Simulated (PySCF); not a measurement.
# C2HF2Ga (SMILES C#[C][Ga]([F])[F]): r2SCAN/def2-SVP

What is the vertical singlet–triplet gap of C2HF2Ga at r2SCAN/def2-SVP? 

The results are computed with PySCF 2.14.0.

### 1 The system as given

The species is C2HF2Ga (6 atoms), meant as a singlet with charge 0. SMILES: `C#[C][Ga]([F])[F]`. The shape is that of a PBE0-D4/def2-TZVP optimisation.

Bond lengths: C1–C2 1.205 Å, C2–Ga3 1.875 Å, Ga3–F4 1.734 Å, Ga3–F5 1.734 Å, C1–H6 1.067 Å. Angles: C1–C2–Ga3 180.0°, C2–Ga3–F4 123.5°, C2–Ga3–F5 123.5°, F4–Ga3–F5 113.0°, C2–C1–H6 180.0°.

### 2 The energy at r2SCAN/def2-SVP

mol.xyz

```xyz
6
C2HF2Ga
C     -0.242600     0.981600     1.587200
C     -0.087000     0.352900     0.570900
Ga     0.154500    -0.624900    -1.010200
F      0.241600    -2.356000    -1.061300
F      0.313800     0.108300    -2.573600
H     -0.380300     1.538200     2.487000
```

calc.py

```python
# C#[C][Ga]([F])[F]
from pyscf import gto, dft

mol = gto.M(
    atom='mol.xyz',
    verbose=4,
    charge=0,
    basis='def2-svp',
    max_memory=1860,
)

mf = dft.RKS(mol)
mf.xc = 'r2scan'
mf.conv_tol = 1e-10
mf.grids.level = 2
mf.kernel()
if not mf.converged:
    mf = mf.newton().run(mf.mo_coeff, mf.mo_occ)

etot = mf.e_tot
print('E(%s) = %.9f' % ('R2SCAN', etot))
```

Launch:

```bash
OMP_NUM_THREADS=1 python calc.py
```

The log of the run:

```text
PySCF version 2.14.0

[INPUT] num. atoms = 6
[INPUT] num. electrons = 62
[INPUT] charge = 0
[INPUT] spin (= nelec alpha-beta = 2S) = 0
[INPUT] symmetry False subgroup None
[INPUT] Mole.unit = angstrom
[INPUT] Symbol           X                Y                Z      unit          X                Y                Z       unit  Magmom
[INPUT]  1 C     -0.242600000000   0.981600000000   1.587200000000 AA   -0.458447557819   1.854955163873   2.999373304910 Bohr   0.0
[INPUT]  2 C     -0.087000000000   0.352900000000   0.570900000000 AA   -0.164406172837   0.666884349359   1.078844644514 Bohr   0.0
[INPUT]  3 Ga     0.154500000000  -0.624900000000  -1.010200000000 AA    0.291962686245  -1.180889855241  -1.909001331036 Bohr   0.0
[INPUT]  4 F      0.241600000000  -2.356000000000  -1.061300000000 AA    0.456557831695  -4.452194749475  -2.005566336001 Bohr   0.0
[INPUT]  5 F      0.313800000000   0.108300000000  -2.573600000000 AA    0.592996057889   0.204657339290  -4.863399154181 Bohr   0.0
[INPUT]  6 H     -0.380300000000   1.538200000000   2.487000000000 AA   -0.718662845172   2.906776724806   4.699748871793 Bohr   0.0

nuclear repulsion = 326.800105802651
number of shells = 39
number of NR pGTOs = 177
number of NR cGTOs = 93
basis = def2-svp
ecp = {}

******** <class 'pyscf.dft.rks.RKS'> ********
method = RKS
initial guess = minao
damping factor = 0
level_shift factor = 0
DIIS = <class 'pyscf.scf.diis.CDIIS'>
diis_start_cycle = 1
diis_space = 8
diis_damp = 0
SCF conv_tol = 1e-10
SCF conv_tol_grad = None
SCF max_cycles = 50
direct_scf = True
direct_scf_tol = 1e-13
XC library pyscf.dft.libxc version 7.0.0
    S. Lehtola, C. Steigemann, M. J.T. Oliveira, and M. A.L. Marques.,  SoftwareX 7, 1–5 (2018)
XC functionals = r2scan
    J. W. Furness, A. D. Kaplan, J. Ning, J. P. Perdew, and J. Sun.,  J. Phys. Chem. Lett. 11, 8208-8215 (2020)
    J. W. Furness, A. D. Kaplan, J. Ning, J. P. Perdew, and J. Sun.,  J. Phys. Chem. Lett. 11, 9248-9248 (2020)
    J. W. Furness, A. D. Kaplan, J. Ning, J. P. Perdew, and J. Sun.,  J. Phys. Chem. Lett. 11, 8208-8215 (2020)
    J. W. Furness, A. D. Kaplan, J. Ning, J. P. Perdew, and J. Sun.,  J. Phys. Chem. Lett. 11, 9248-9248 (2020)
radial grids:
    Treutler-Ahlrichs [JCP 102, 346 (1995); DOI:10.1063/1.469408] (M4) radial grids

becke partition: Becke, JCP 88, 2547 (1988); DOI:10.1063/1.454033
pruning grids: <function nwchem_prune>
grids dens level: 2
symmetrized grids: False
atomic radii adjust function: <function treutler_atomic_radii_adjust>
small_rho_cutoff = 0
Set gradient conv threshold to 1e-05
Initial guess from minao.
tot grids = 64288
init E= -2200.52143567989
  HOMO = -0.361161517836588  LUMO = -0.105913074298387  gap/eV = 6.94566
cycle= 1 E= -2200.55250876244  delta_E= -0.0311  |g|= 1.13  |ddm|= 3.19
  HOMO = -0.178439694610624  LUMO = -0.0677857316371586  gap/eV = 3.01105
cycle= 2 E= -2199.70252314423  delta_E= 0.85  |g|=  2.5  |ddm|= 2.94
  HOMO = -0.257962476871887  LUMO = -0.0725606587873902  gap/eV = 5.04504
cycle= 3 E= -2200.74799633737  delta_E= -1.05  |g|= 0.301  |ddm|= 2.14
  HOMO = -0.304098002574341  LUMO = -0.0859661874169215  gap/eV = 5.93567
cycle= 4 E= -2200.7648293722  delta_E= -0.0168  |g|= 0.144  |ddm|= 0.417
  HOMO = -0.303967720211548  LUMO = -0.0863080550370237  gap/eV = 5.92282
cycle= 5 E= -2200.76608514058  delta_E= -0.00126  |g|= 0.116  |ddm|= 0.179
  HOMO = -0.298617051646705  LUMO = -0.0856566466145026  gap/eV = 5.79495
cycle= 6 E= -2200.76974633716  delta_E= -0.00366  |g|= 0.0101  |ddm|= 0.0911
  HOMO = -0.296992043568519  LUMO = -0.084663422516666  gap/eV = 5.77776
cycle= 7 E= -2200.76976761303  delta_E= -2.13e-05  |g|= 0.00323  |ddm|= 0.0105
  HOMO = -0.297272832643812  LUMO = -0.0846959540908006  gap/eV = 5.78451
cycle= 8 E= -2200.76976957483  delta_E= -1.96e-06  |g|= 0.000351  |ddm|= 0.0031
  HOMO = -0.297230409977869  LUMO = -0.0847055875334375  gap/eV = 5.78309
cycle= 9 E= -2200.7697696136  delta_E= -3.88e-08  |g|= 5.42e-05  |ddm|= 0.000548
  HOMO = -0.297235175631251  LUMO = -0.0847052159196875  gap/eV = 5.78323
cycle= 10 E= -2200.76976961423  delta_E= -6.33e-10  |g|= 2.47e-05  |ddm|= 6.27e-05
  HOMO = -0.29723547458826  LUMO = -0.0847052690364571  gap/eV = 5.78324
cycle= 11 E= -2200.76976961433  delta_E= -1e-10  |g|= 5.77e-06  |ddm|= 2.05e-05
  HOMO = -0.297235635260233  LUMO = -0.0847053337052555  gap/eV = 5.78324
cycle= 12 E= -2200.76976961436  delta_E= -2.27e-11  |g|= 3.49e-07  |ddm|= 5.01e-06
  HOMO = -0.297235556616392  LUMO = -0.0847053013952381  gap/eV = 5.78324
Extra cycle  E= -2200.76976961433  delta_E= 2.36e-11  |g|= 3.96e-07  |ddm|= 7.03e-07
converged SCF energy = -2200.76976961433
E(R2SCAN) = -2200.769769614
```

It took 13 s on 1 thread of Arm Neoverse V1, shared host; peak memory 0.46 GiB.

### 3 The triplet

job.py

```python
from pyscf import gto, dft

molecule = gto.M(
    atom='''
C   -0.242600   0.981600   1.587200
C   -0.087000   0.352900   0.570900
Ga   0.154500  -0.624900  -1.010200
F    0.241600  -2.356000  -1.061300
F    0.313800   0.108300  -2.573600
H   -0.380300   1.538200   2.487000
''',
    max_memory=1860,
    basis='def2-svp',
    charge=0,
    verbose=4,
    spin=2,
)

myscf = dft.UKS(molecule)
myscf.xc = 'r2scan'
myscf.conv_tol = 1e-10
myscf.grids.level = 2
myscf.kernel()
if not myscf.converged:
    myscf = myscf.newton().run(myscf.mo_coeff, myscf.mo_occ)

energy = myscf.e_tot
print('E = %.10f Eh' % energy)
```

Launch:

```bash
OMP_NUM_THREADS=1 python job.py
```

The log of the run:

```text
PySCF version 2.14.0

[INPUT] num. atoms = 6
[INPUT] num. electrons = 62
[INPUT] charge = 0
[INPUT] spin (= nelec alpha-beta = 2S) = 2
[INPUT] symmetry False subgroup None
[INPUT] Mole.unit = angstrom
[INPUT] Symbol           X                Y                Z      unit          X                Y                Z       unit  Magmom
[INPUT]  1 C     -0.242600000000   0.981600000000   1.587200000000 AA   -0.458447557819   1.854955163873   2.999373304910 Bohr   0.0
[INPUT]  2 C     -0.087000000000   0.352900000000   0.570900000000 AA   -0.164406172837   0.666884349359   1.078844644514 Bohr   0.0
[INPUT]  3 Ga     0.154500000000  -0.624900000000  -1.010200000000 AA    0.291962686245  -1.180889855241  -1.909001331036 Bohr   0.0
[INPUT]  4 F      0.241600000000  -2.356000000000  -1.061300000000 AA    0.456557831695  -4.452194749475  -2.005566336001 Bohr   0.0
[INPUT]  5 F      0.313800000000   0.108300000000  -2.573600000000 AA    0.592996057889   0.204657339290  -4.863399154181 Bohr   0.0
[INPUT]  6 H     -0.380300000000   1.538200000000   2.487000000000 AA   -0.718662845172   2.906776724806   4.699748871793 Bohr   0.0

nuclear repulsion = 326.800105802651
number of shells = 39
number of NR pGTOs = 177
number of NR cGTOs = 93
basis = def2-svp
ecp = {}

******** <class 'pyscf.dft.uks.UKS'> ********
method = UKS
initial guess = minao
damping factor = 0
level_shift factor = 0
DIIS = <class 'pyscf.scf.diis.CDIIS'>
diis_start_cycle = 1
diis_space = 8
diis_damp = 0
SCF conv_tol = 1e-10
SCF conv_tol_grad = None
SCF max_cycles = 50
direct_scf = True
direct_scf_tol = 1e-13
number electrons alpha = 32  beta = 30
XC library pyscf.dft.libxc version 7.0.0
    S. Lehtola, C. Steigemann, M. J.T. Oliveira, and M. A.L. Marques.,  SoftwareX 7, 1–5 (2018)
XC functionals = r2scan
    J. W. Furness, A. D. Kaplan, J. Ning, J. P. Perdew, and J. Sun.,  J. Phys. Chem. Lett. 11, 8208-8215 (2020)
    J. W. Furness, A. D. Kaplan, J. Ning, J. P. Perdew, and J. Sun.,  J. Phys. Chem. Lett. 11, 9248-9248 (2020)
    J. W. Furness, A. D. Kaplan, J. Ning, J. P. Perdew, and J. Sun.,  J. Phys. Chem. Lett. 11, 8208-8215 (2020)
    J. W. Furness, A. D. Kaplan, J. Ning, J. P. Perdew, and J. Sun.,  J. Phys. Chem. Lett. 11, 9248-9248 (2020)
radial grids:
    Treutler-Ahlrichs [JCP 102, 346 (1995); DOI:10.1063/1.469408] (M4) radial grids

becke partition: Becke, JCP 88, 2547 (1988); DOI:10.1063/1.454033
pruning grids: <function nwchem_prune>
grids dens level: 2
symmetrized grids: False
atomic radii adjust function: <function treutler_atomic_radii_adjust>
small_rho_cutoff = 0
Set gradient conv threshold to 1e-05
tot grids = 64288
init E= -2200.52143567989
[... the frontier-level lines of each cycle are left out ...]


cycle= 1 E= -2200.3854354169  delta_E= 0.136  |g|= 0.758  |ddm|= 2.34


cycle= 2 E= -2197.94914176974  delta_E= 2.44  |g|= 2.48  |ddm|= 2.38


cycle= 3 E= -2200.45884907142  delta_E= -2.51  |g|= 0.438  |ddm|=  2.1


cycle= 4 E= -2200.24215587194  delta_E= 0.217  |g|= 0.634  |ddm|= 1.16


cycle= 5 E= -2200.55328399038  delta_E= -0.311  |g|= 0.172  |ddm|= 0.938


cycle= 6 E= -2200.56865440201  delta_E= -0.0154  |g|= 0.111  |ddm|= 0.188


cycle= 7 E= -2200.57358820318  delta_E= -0.00493  |g|= 0.0546  |ddm|= 0.0867


cycle= 8 E= -2200.57497233122  delta_E= -0.00138  |g|= 0.0274  |ddm|= 0.0503


cycle= 9 E= -2200.5755482337  delta_E= -0.000576  |g|= 0.00554  |ddm|= 0.0473


cycle= 10 E= -2200.57564509849  delta_E= -9.69e-05  |g|= 0.00385  |ddm|= 0.039


cycle= 11 E= -2200.57562028675  delta_E= 2.48e-05  |g|= 0.00345  |ddm|= 0.0089


cycle= 12 E= -2200.57555458993  delta_E= 6.57e-05  |g|= 0.0022  |ddm|= 0.0414


cycle= 13 E= -2200.57555187641  delta_E= 2.71e-06  |g|= 0.000599  |ddm|= 0.0129


cycle= 14 E= -2200.57555191736  delta_E= -4.1e-08  |g|= 0.000604  |ddm|= 0.00105


cycle= 15 E= -2200.57555206874  delta_E= -1.51e-07  |g|= 0.000113  |ddm|= 0.00081


cycle= 16 E= -2200.5755520702  delta_E= -1.46e-09  |g|= 0.000111  |ddm|= 0.00029


cycle= 17 E= -2200.57555207812  delta_E= -7.92e-09  |g|= 1.08e-05  |ddm|= 0.000151


cycle= 18 E= -2200.57555207836  delta_E= -2.34e-10  |g|= 3.6e-06  |ddm|= 4.55e-05


cycle= 19 E= -2200.57555207836  delta_E= -7.73e-12  |g|= 1.93e-06  |ddm|= 1.11e-05


Extra cycle  E= -2200.57555207837  delta_E= -1.05e-11  |g|= 4.15e-06  |ddm|= 1.85e-05
converged SCF energy = -2200.57555207837  <S^2> = 2.0075443  2S+1 = 3.0050253
E = -2200.5755520784 Eh
```

It took 35 s on 1 thread of Arm Neoverse V1, shared host; peak memory 0.47 GiB.

### 4 Outcome

Level: r2SCAN/def2-SVP.

```
                                        quantity           value
                           singlet: total energy  -2200.76977 Eh
                          singlet: dipole moment          3.13 D
                            singlet: HOMO energy        -8.09 eV
                            singlet: LUMO energy        -2.30 eV
                          singlet: HOMO–LUMO gap         5.78 eV
                           triplet: total energy  -2200.57555 Eh
                          triplet: dipole moment          5.52 D
     triplet: HOMO energy (highest over α and β)        -3.34 eV
                                   triplet: ⟨S²⟩           2.008
vertical energy of the triplet above the singlet        5.285 eV
```

**Reading.** At this shape the triplet lies 5.28 eV (510 kJ/mol) above the singlet. Mulliken charges (singlet) run from -0.38 on F5 to +0.79 on Ga3; they depend strongly on the basis.
